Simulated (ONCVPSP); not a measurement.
# Phosphorus: generating and testing an ONCV potential

Do these settings give a usable potential? It is generated, then checked for transferability, scattering, ghosts and hardness.

The numbers are computed with ONCVPSP 4.0.1 (LDA (Perdew-Wang 92), scalar-relativistic, spin-unpolarised reference atom).

**1. The atom and the settings**

The settings as typed:

```
element                 : phosphorus (P, Z = 15)
type                    : optimised norm-conserving Vanderbilt (ONCV)
frozen core             : [Ne]
valence charge          : 5
reference configuration : 3s2 3p2.5 (charge +0.5)
partial waves           : 3s: rc 1.50 bohr, ncon 5, nbas 9, qcut 5.1 1/bohr, 3 projectors, debl 3 Ha; 3p: rc 1.75 bohr, ncon 4, nbas 7, qcut 5.2 1/bohr, 3 projectors, debl 2.4 Ha; d scattering state at 0.04 Ha: rc 1.70 bohr, ncon 5, nbas 9, qcut 5.1 1/bohr, 2 projectors, debl 2.8 Ha
local potential         : polynomial inside 1.35 bohr (lpopt 5, dvloc0 0 Ha)
core correction         : not asked for
```

**2. The generation run**

P.dat

```
# ATOM AND REFERENCE CONFIGURATION
# atsym  z   nc   nv     iexc    psfile
  P 15.00    3    2  -001012      upf
#
#   n    l    f
    1    0    2.00
    2    0    2.00
    2    1    6.00
    3    0    2.00
    3    1    2.50
#
# PSEUDOPOTENTIAL AND OPTIMIZATION
# lmax
    2
#
#   l,   rc,      ep,       ncon, nbas, qcut
    0    1.50    0.00    5    9    5.10
    1    1.75    0.00    4    7    5.20
    2    1.70    0.04    5    9    5.10
#
# LOCAL POTENTIAL
# lloc, lpopt,  rc(5),   dvloc0
    4    5    1.35    0.00
#
# VANDERBILT-KLEINMAN-BYLANDER PROJECTORs
# l, nproj, debl
    0    3    3.00
    1    3    2.40
    2    2    2.80
#
# MODEL CORE CHARGE
# icmod, fcfact, rcfact
    0    0.00    0.00
#
# LOG DERIVATIVE ANALYSIS
# epsh1, epsh2, depsh
   -2.00    5.00    0.02
#
# OUTPUT GRID
# rlmax, drl
    6.00    0.01
#
# TEST CONFIGURATIONS
# ncnf
    4
# nvcnf
#   n    l    f
    2
    3    0    2.00
    3    1    3.00
#
    2
    3    0    2.00
    3    1    2.00
#
    2
    3    0    2.00
    3    1    1.00
#
    2
    3    0    1.00
    3    1    0.00
#
```

Run with:

```bash
$ oncvpsp.x < P.dat > P.out
```

Q: Predict the outcome of this session. Wanted: cutoffs for 1 and 0.1 mHa per electron, occupied waves; bound ghosts; GHOST(+) flags; largest test error; largest phase difference near zero energy, channels read.

**Answer**, as computed:

| quantity | value |
| --- | --- |
| cutoffs for 1 and 0.1 mHa per electron, occupied waves | 10 Ha and 15 Ha |
| bound ghosts | s at -139.94 eV |
| GHOST(+) flags | s at 2489 eV |
| largest test error (AE − PS) | +454 meV, for 3s1 3p0 |
| largest phase difference near zero energy, channels read | 0.000 rad |

A bound ghost (s) makes it unfit for use: electrons can fall into a state that the atom doesn't have. The worst unpolarised test, 3s1 3p0, is off by 454 meV on 107.3 eV; by total energies transferability rates as poor. That test lies far up in energy; among those under 40 eV, nearer to bonding, the largest error is 20 meV. The potential is soft on the atom at that tolerance: the looser tolerance needs 10 Ha. At the looser tolerance the 3s wave is the slowest; 3p needs 5 Ha. That counts occupied waves only; other projectors can need more. Near zero energy the phases of the channels with partial waves agree within 0.001 rad. The program also flags highly localised states, GHOST(+) (s). All of this concerns the isolated atom, not yet a solid.
